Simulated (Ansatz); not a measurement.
**BH₈NO₂Si₂: small, medium and large basis sets**

One table from this session's results is given with a row withheld; the runs are named, their logs left out.

The runs use Ansatz 0.2.0, Gaussian basis; one geometry, several basis sets.

Levels to be run: PBE0-D4/def2-SVP; ωB97M-V/def2-SVP; PBE0-D4/def2-QZVPP; ωB97M-V/def2-QZVPP; the functionals' def2-TZVPP values are taken from earlier runs.

## The relaxed structure

All runs share one geometry, relaxed beforehand with PBE0-D4 in a triple-zeta def2 set.

SMILES `NB(O[SiH3])O[SiH3]`, 14 atoms, charge 0, spin multiplicity 1.

Atoms are counted from 1 here; the program's logs count them from 0.

Bond lengths: N1–B2 1.405 Å, N1–H7 1.003 Å, N1–H8 1.003 Å, B2–O3 1.378 Å, B2–O5 1.371 Å, O3–Si4 1.637 Å, Si4–H9 1.490 Å, Si4–H10 1.483 Å, Si4–H11 1.483 Å, O5–Si6 1.647 Å, Si6–H12 1.486 Å, Si6–H13 1.483 Å, Si6–H14 1.486 Å. Angles: B2–N1–H7 123.8°, B2–N1–H8 121.3°, H7–N1–H8 114.8°, N1–B2–O3 122.6°, N1–B2–O5 119.3°, O3–B2–O5 118.1°, B2–O3–Si4 137.5°, O3–Si4–H9 110.8°, O3–Si4–H10 109.2°, O3–Si4–H11 109.1°, H9–Si4–H10 109.0°, H9–Si4–H11 109.0°, H10–Si4–H11 109.7°, B2–O5–Si6 128.6°, O5–Si6–H12 111.1°, O5–Si6–H13 106.6°, O5–Si6–H14 111.1°, H12–Si6–H13 109.4° and more.

As a file:

```mol
BH8NO2Si2
  3D, bonds by distance, orders not assigned

 14 13  0  0  0  0  0  0  0  0999 V2000
   -1.1046    1.7259    0.0993 N   0  0
   -0.1943    0.6697    0.2725 B   0  0
   -0.2146   -0.4637   -0.5106 O   0  0
   -1.0854   -1.0473   -1.7675 Si  0  0
    0.7559    0.7589    1.2562 O   0  0
    1.9251   -0.3298    1.6576 Si  0  0
   -1.8286    1.7312   -0.5949 H   0  0
   -1.0735    2.5422    0.6821 H   0  0
   -2.1810   -0.1055   -2.1338 H   0  0
   -0.1929   -1.2281   -2.9383 H   0  0
   -1.6773   -2.3514   -1.3829 H   0  0
    2.8507   -0.5645    0.5193 H   0  0
    2.6778    0.2576    2.7921 H   0  0
    1.3294   -1.6244    2.0777 H   0  0
  1  2  8  0
  2  3  8  0
  3  4  8  0
  2  5  8  0
  5  6  8  0
  1  7  8  0
  1  8  8  0
  4  9  8  0
  4 10  8  0
  4 11  8  0
  6 12  8  0
  6 13  8  0
  6 14  8  0
M  END
```

The first run:

in.yaml reads:

```yaml
crystal:
  periodic: [false, false, false]
  atoms:
    - {symbol: N, position_ang: [-1.104641, 1.725940, 0.099306]}
    - {symbol: B, position_ang: [-0.194322, 0.669693, 0.272488]}
    - {symbol: O, position_ang: [-0.214567, -0.463714, -0.510603]}
    - {symbol: Si, position_ang: [-1.085362, -1.047273, -1.767461]}
    - {symbol: O, position_ang: [0.755885, 0.758895, 1.256223]}
    - {symbol: Si, position_ang: [1.925125, -0.329840, 1.657554]}
    - {symbol: H, position_ang: [-1.828581, 1.731188, -0.594877]}
    - {symbol: H, position_ang: [-1.073453, 2.542177, 0.682124]}
    - {symbol: H, position_ang: [-2.180967, -0.105454, -2.133786]}
    - {symbol: H, position_ang: [-0.192925, -1.228059, -2.938252]}
    - {symbol: H, position_ang: [-1.677344, -2.351436, -1.382900]}
    - {symbol: H, position_ang: [2.850659, -0.564465, 0.519309]}
    - {symbol: H, position_ang: [2.677783, 0.257604, 2.792070]}
    - {symbol: H, position_ang: [1.329411, -1.624355, 2.077703]}
basis:
  gaussian: {orbitals: def2-SVP}
hamiltonian: {xc: pbe0, dispersion: d4}
output: {orbitals: {seedname: orbitals}}
```

Command:

```console
ansatz run in.yaml --threads 4 --pin off --events-out ev --progress --plain --max-ram 11315MiB
```

Among the steps run: PBE0-D4 in def2-SVP; ωB97M-V in def2-SVP; PBE0-D4 in def2-QZVPP; ωB97M-V in def2-QZVPP.

One of the session's tables, all rows but one given; the rest of the session is left out.

It belongs to the step «Functionals by basis». 

| functional | basis | HOMO (eV) | LUMO (eV) |
| --- | --- | --- | --- |
| PBE0-D4 | def2-SVP | -7.62 | 0.63 |
| PBE0-D4 | def2-TZVPP | -7.83 | 0.03 |
| PBE0-D4 | def2-QZVPP | -7.87 | -0.14 |
| ωB97M-V | def2-SVP | -10.00 | 2.48 |
| ωB97M-V | def2-TZVPP | ? | ? |
| ωB97M-V | def2-QZVPP | -10.25 | 1.23 |

**Question.** Estimate the row for ωB97M-V, def2-TZVPP.

**Answer.** HOMO (eV): -10.22; LUMO (eV): 1.60. In the column «HOMO (eV)» it lies between ωB97M-V, def2-QZVPP (-10.25) and ωB97M-V, def2-SVP (-10.00).
